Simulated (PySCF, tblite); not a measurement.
# C7H9O radical: geometry, infrared bands and EPR parameters

Wanted: the infrared bands and EPR parameters of C7H9O radical (`C=C[CH][C@@H]1C=CCO1`), by calculation.

Computed with tblite 0.8.0 and PySCF 2.14.0, with density-fitted response routines of our own, on a single molecule in the gas phase. Atoms count from 0, in the outputs and in this text.

### 1 The starting structure

17 atoms, charge 0, multiplicity 2; geometry from: force field or distance geometry start.

Bonds of the start (Å): C0–C1 1.34, C1–C2 1.42, C2–C3 1.49, C3–C4 1.48, C4–C5 1.33, C5–C6 1.48, C6–O7 1.45, O7–C3 1.44, C0–H8 1.08, C0–H9 1.07, C1–H10 1.10, C2–H11 1.09, C3–H12 1.11, C4–H13 1.09, C5–H14 1.07, C6–H15 1.09, C6–H16 1.10.

### 2 Optimising the geometry with GFN2-xTB

The job: settings as JSON, then the geometry in Å.

```
{"job": {"kind": "relax", "xc": "GFN2-xTB", "basis": "xTB"}, "charge": 0, "multiplicity": 2}
C      3.291500     0.213500    -0.506900
C      2.205700    -0.334400     0.058600
C      0.934500     0.305400     0.108100
C     -0.263800    -0.348900     0.704900
C     -1.228600    -0.843100    -0.300700
C     -2.408200    -0.236100    -0.156800
C     -2.328800     0.718600     0.974500
O     -0.978100     0.634000     1.483300
H      3.249100     1.189500    -0.977800
H      4.232600    -0.302800    -0.506800
H      2.297400    -1.320200     0.531100
H      0.795300     1.284600    -0.343400
H      0.018400    -1.163300     1.404800
H     -0.992500    -1.586800    -1.057700
H     -3.286100    -0.393100    -0.754700
H     -2.523800     1.745100     0.671800
H     -3.021400     0.450100     1.783800
```

The run is started by

```console
$ OMP_NUM_THREADS=1 python probes_run.py task.json out
```

The driver reads the jobs from task.json and runs them one after another.

Standard output:

```text
step      E/eV     max force
  0    -640.04681    2.012
  1    -640.13568    0.851
  2    -640.15115    0.457
  3    -640.15777    0.271
  4    -640.16254    0.144
  5    -640.16525    0.103
  6    -640.16611    0.088
  7    -640.16725    0.061
  8    -640.16775    0.054
  9    -640.16801    0.035
 10    -640.16816    0.033
 11    -640.16829    0.028
 12    -640.16839    0.025
 13    -640.16848    0.022
 14    -640.16855    0.024
 15    -640.16862    0.019
 16    -640.16868    0.020
 17    -640.16875    0.025
 18    -640.16884    0.027
 19    -640.16894    0.024
 20    -640.16904    0.027
 21    -640.16914    0.028
 22    -640.16925    0.028
 23    -640.16935    0.030
 24    -640.16943    0.025
 25    -640.16950    0.024
 26    -640.16957    0.023
 27    -640.16965    0.028
 28    -640.16974    0.032
 29    -640.16983    0.026
 30    -640.16994    0.028
 31    -640.17006    0.026
 32    -640.17020    0.036
 33    -640.17034    0.037
 34    -640.17049    0.036
 35    -640.17065    0.036
 36    -640.17080    0.026
 37    -640.17093    0.029
 38    -640.17103    0.026
 39    -640.17113    0.028
 40    -640.17125    0.026
 41    -640.17140    0.032
 42    -640.17155    0.034
 43    -640.17168    0.025
 44    -640.17177    0.025
 45    -640.17184    0.018
 46    -640.17189    0.016
 47    -640.17193    0.016
 48    -640.17197    0.014
 49    -640.17201    0.016
 50    -640.17206    0.015
 51    -640.17210    0.015
 52    -640.17214    0.019
 53    -640.17218    0.015
 54    -640.17221    0.013
 55    -640.17223    0.010
 56    -640.17225    0.012
 57    -640.17226    0.012
 58    -640.17228    0.011
 59    -640.17230    0.012
 60    -640.17233    0.015
 61    -640.17236    0.017
 62    -640.17241    0.018
 63    -640.17246    0.018
 64    -640.17251    0.020
 65    -640.17257    0.018
 66    -640.17261    0.014
 67    -640.17265    0.013
 68    -640.17268    0.012
 69    -640.17272    0.015
 70    -640.17274    0.013
 71    -640.17276    0.013
 72    -640.17278    0.010
 73    -640.17279    0.007
```

Run time: 0.34 s. Hardware: 1 thread of Arm Neoverse V2, shared host.

The steps of the relaxation: (not every step is listed)

```csv
step,energy from step 0 (eV),largest force (eV/Å)
0,0.0000,2.0123
1,-0.0889,0.8505
2,-0.1043,0.4567
3,-0.1110,0.2714
4,-0.1157,0.1444
5,-0.1184,0.1027
6,-0.1193,0.0876
7,-0.1204,0.0614
8,-0.1209,0.0536
14,-0.1217,0.0239
20,-0.1222,0.0266
26,-0.1228,0.0229
32,-0.1234,0.0361
38,-0.1242,0.0260
44,-0.1250,0.0251
50,-0.1252,0.0147
56,-0.1254,0.0117
62,-0.1256,0.0185
68,-0.1259,0.0117
69,-0.1259,0.0149
70,-0.1259,0.0133
71,-0.1259,0.0135
72,-0.1260,0.0099
73,-0.1260,0.0071
```

Close pairs (by a distance rule), those that changed most:

```csv
bond,before (Å),after (Å),change (Å)
C1–C2,1.424,1.379,-0.045
C3–C4,1.479,1.512,+0.033
C6–O7,1.446,1.417,-0.028
C0–C1,1.341,1.368,+0.026
C3–O7,1.443,1.426,-0.017
C5–C6,1.482,1.497,+0.015
C4–C5,1.334,1.320,-0.014
C4–H13,1.087,1.073,-0.014
```

The end geometry stands in the next job.

### 3 Infrared spectrum with GFN2-xTB

The job: settings as JSON, then the geometry in Å.

```
{"job": {"kind": "ir", "xc": "GFN2-xTB", "basis": "xTB"}, "charge": 0, "multiplicity": 2}
C      3.236975     0.246353    -0.556806
C      2.156567    -0.334008     0.048555
C      0.921841     0.266445     0.175438
C     -0.263118    -0.389767     0.801217
C     -1.208940    -0.889657    -0.267362
C     -2.349465    -0.228859    -0.194057
C     -2.299555     0.740025     0.946128
O     -1.039473     0.533804     1.561628
H      3.171604     1.234543    -0.976227
H      4.182262    -0.258832    -0.627731
H      2.272311    -1.330876     0.457751
H      0.761489     1.261750    -0.209815
H      0.061583    -1.206104     1.464539
H     -0.913936    -1.645361    -0.969544
H     -3.215795    -0.325886    -0.821243
H     -2.389319     1.780692     0.599515
H     -3.092029     0.557765     1.684171
```

Standard output:

```text
mode    cm-1     km/mol
  1      43.4      0.11
  2      65.1      4.70
  3     128.9      0.94
  4     207.6      4.42
  5     270.3      0.63
  6     384.6      5.60
  7     394.4      1.09
  8     512.0      2.67
  9     531.5      2.02
 10     706.5      6.94
 11     727.9      7.27
 12     752.8     13.08
 13     773.5     22.17
 14     786.9      7.22
 15     850.2      0.82
 16     924.8      7.61
 17     953.0     27.40
 18     959.8      1.81
 19     984.5     15.52
 20     998.8      5.42
 21    1023.0     14.80
 22    1075.1     50.47
 23    1081.0     56.94
 24    1112.3      3.02
 25    1148.6      0.48
 26    1185.1      3.31
 27    1216.6      1.86
 28    1244.3     11.11
 29    1246.8      1.84
 30    1282.2      1.33
 31    1288.3      2.87
 32    1327.7      2.09
 33    1448.2      0.87
 34    1475.7      3.07
 35    1494.2      0.16
 36    1684.1      1.81
 37    2841.4     52.27
 38    2843.1     49.93
 39    2894.9     65.21
 40    3042.9     34.28
 41    3093.4     27.38
 42    3118.6     18.06
 43    3137.5     14.47
 44    3155.5     39.05
 45    3158.4     28.25
```

Run time: 0.44 s. Hardware: 1 thread of Arm Neoverse V2, shared host.

The strongest bands and the atoms that carry them (share of the mass-weighted mode):

```csv
cm⁻¹,km/mol,atoms
1075,50.5,"H13 35 %, C3 19 %, O7 14 %, H14 12 %"
1081,56.9,"H14 28 %, C6 26 %, O7 21 %, H13 10 %"
2841,52.3,"H15 73 %, H16 18 %"
2843,49.9,H12 93 %
2895,65.2,"H16 75 %, H15 20 %"
3043,34.3,H10 91 %
3156,39.0,"H9 61 %, H8 28 %"
3158,28.2,"H13 75 %, H14 16 %"
```

### 4 g tensor and hyperfine couplings: B3LYP/pcH-1

The job, as its differences from that of step 3:

```diff
@@ -1,2 +1,2 @@
-{"job": {"kind": "ir", "xc": "GFN2-xTB", "basis": "xTB"}, "charge": 0, "multiplicity": 2}
+{"job": {"kind": "epr", "basis": "pcH-1"}, "charge": 0, "multiplicity": 2}
 C      3.236975     0.246353    -0.556806
```

With the program's defaults for keys left out, this is: UKS B3LYP, pcH-1 on C H O, non-relativistic, mean-field spin-orbit, GIAO.

Standard output:

```text
UKS, coarse grid
  cycle   1  E = -347.21799292  |g| = 4.78e-01
  cycle   2  E = -347.13035795  |g| = 7.01e-01
  cycle   3  E = -347.30871929  |g| = 9.53e-02
  cycle   4  E = -347.31209756  |g| = 3.36e-02
  cycle   5  E = -347.31271405  |g| = 8.71e-03
  cycle   6  E = -347.31276309  |g| = 6.39e-03
  cycle   7  E = -347.31279077  |g| = 2.77e-03
  cycle   8  E = -347.31279781  |g| = 1.40e-03
  cycle   9  E = -347.31279843  |g| = 2.55e-04
UKS, final grid
  cycle   1  E = -347.31280979  |g| = 3.51e-04
  cycle   2  E = -347.31280971  |g| = 5.37e-04
  cycle   3  E = -347.31280985  |g| = 6.57e-05
  cycle   4  E = -347.31280985  |g| = 1.94e-05
E = -347.31280985 Eh   <S^2> = 0.7756 (exact 0.7500)
g shifts (ppm)      1          2          3
  rmc          -148       -148       -148
  gc              5         35         39
  oz_so         -67        497        627
  total        -210        384        518
hyperfine (MHz)  atom isotope    a_iso     a_fc   dipolar eigenvalues
    0   13C      53.78      53.78    -50.81    -49.05     99.86
    1   13C     -47.31     -47.31    -28.45     11.29     17.17
    2   13C      58.27      58.27    -52.19    -50.83    103.02
    3   13C     -19.82     -19.82     -1.20     -0.18      1.38
    4   13C      37.28      37.28     -4.32     -2.61      6.93
    5   13C       3.07       3.07     -2.38     -1.51      3.88
    6   13C      -1.32      -1.32     -0.45     -0.05      0.50
    7   17O     -10.57     -10.57     -5.91      2.59      3.33
    8    1H     -39.25     -39.25    -21.22     -1.65     22.87
    9    1H     -41.25     -41.25    -24.81     -0.33     25.15
   10    1H      11.76      11.76     -5.20     -1.32      6.52
   11    1H     -39.49     -39.49    -21.41     -2.21     23.62
   12    1H      21.44      21.44     -3.68     -2.70      6.38
   13    1H      -1.03      -1.03     -2.91     -1.45      4.37
   14    1H       3.33       3.33     -1.54     -0.78      2.32
   15    1H       0.31       0.31     -1.04     -0.78      1.82
   16    1H      -0.52      -0.52     -0.95     -0.48      1.43
```

It took 79 s on 1 thread of Arm Neoverse V2, shared host; peak memory 0.97 GiB.

Principal g values 2.00211, 2.00270, 2.00284; g(iso) = 2.00255, against 2.00232 for a free electron.

Hyperfine couplings, nucleus by nucleus at this fixed geometry (no averaging over rotations):

```csv
nuclei,isotope,a(iso) (MHz),"a(iso) (G, at g = 2.0023)",largest dipolar term (MHz)
C2,13C,58.3,20.8,103.0
C0,13C,53.8,19.2,99.9
C1,13C,-47.3,-16.9,-28.5
H9,1H,-41.2,-14.7,25.1
H11,1H,-39.5,-14.1,23.6
H8,1H,-39.2,-14.0,22.9
C4,13C,37.3,13.3,6.9
H12,1H,21.4,7.6,6.4
C3,13C,-19.8,-7.1,1.4
H10,1H,11.8,4.2,6.5
O7,17O,-10.6,-3.8,-5.9
H14,1H,3.3,1.2,2.3
C5,13C,3.1,1.1,3.9
C6,13C,-1.3,-0.5,0.5
```

Mulliken spin populations:

C0 0.67; C1 -0.26; C2 0.65; C3 -0.04; C4 0.01; C5 0.03; C6 0.00; O7 0.01; H8 -0.03; H9 -0.03; H10 0.01; H11 -0.03; H12 0.01; H13 0.00; H14 0.00; H15 0.00; H16 0.00

In first order the couplings over 0.8 MHz of 1H give 127 distinct lines over 56.2 G.

Orbitals, density, ELF and potential are computed afterwards from the orbital file.

ELF in a plane through or near 6 of the atoms.

Ten even steps from ' ' (0.00) to '@' (1.00):
```
                                                        
                                                        
                                                        
                            ----..                      
                          --%%##==....                  
                          --%%@@##----::..              
                ..--::    ..**##++####==::              
      --##**::..::++==::  ..++::::@@##++--..            
      %%@@@@##==**++****==::**++--##==++--              
    ..@@@@@@@@++%%==##%%****++**--++++**::              
      %%@@@@******++**::::++::..  **%%**::              
      ::++++**==++..::##%%**      ======::..            
          ::**%%**  ..@@@@%%      **@@@@==              
          ::**%%++    @@@@##      ##@@@@##              
            ::--..    ==##--      ##@@@@%%              
                        ..        ++@@@@++              
                                    ::::                
                                                        
                                                        
                                                        
```
The map spans 13.7 Å across and 9.1 Å up, centred on the molecule. Atoms in the plane (x, y in Å): C0 (-3.3, -0.3), C4 (1.1, 1.1), C5 (2.2, 0.5), H9 (-4.3, 0.1), H11 (-0.8, -1.2), H15 (2.5, -1.6).

log10 of the density (e/Å³) in the same plane.

Ten even steps from '0' (-4.0) to '9' (1.5):
```
0000000000000000000000000000
0000000000000000000000000000
0000000000000122211000000000
0000000000001233332110000000
0000000112222345443321000000
0000112233323456654432100000
0001233444444567766543200000
0013444555554568876653210000
0024566666666667777654310000
0124677777777666677654310000
0124577977778665567764310000
0013467776677655567764310000
0012356665567654567764310000
0002345554456544467754210000
0001233433344333355543200000
0000022222222222234432100000
0000001110111100122221000000
0000000000000000011110000000
0000000000000000000000000000
0000000000000000000000000000
```
The map spans 13.7 Å across and 9.1 Å up, centred on the molecule. Atoms in the plane (x, y in Å): C0 (-3.3, -0.3), C4 (1.1, 1.1), C5 (2.2, 0.5), H9 (-4.3, 0.1), H11 (-0.8, -1.2), H15 (2.5, -1.6).

On the surface of density 0.002 e/bohr³ the electrostatic potential runs, from the 1st to the 99th percentile, from -1.62 V near O7 to 1.01 V near H14.

The spin density lies nearest to C0, C2 about 32 % each; C1 10 % (beta excess).

### 5 Results

```
                                 quantity                 value
strongest single infrared mode (GFN2-xTB)  2895 cm⁻¹, 65 km/mol
             zero-point energy (GFN2-xTB)         85.2 kcal/mol
                           g(iso) (B3LYP)               2.00255
                                     ⟨S²⟩    0.776 (exact 0.75)
                           largest a(iso)   13C on C2, 58.3 MHz
    surface potential, 1st and 99th percentile    -1.62 V and 1.01 V
```

In words: Relaxing lowered the energy by 0.126 eV in 73 steps; the close pair that moved most is C1–C2, from 1.424 to 1.379 Å. All 45 modes are real, so the xTB geometry is a minimum. The strongest single mode, at 2895 cm⁻¹, moves mainly H16. Unscaled tight-binding wavenumbers are off by several per cent, some by more. Its intensities can rank the bands wrongly. The largest spin populations lie on C0 (0.67 e), C2 (0.65 e). The isotropic g lies 0.2 ppt above the free-electron value.
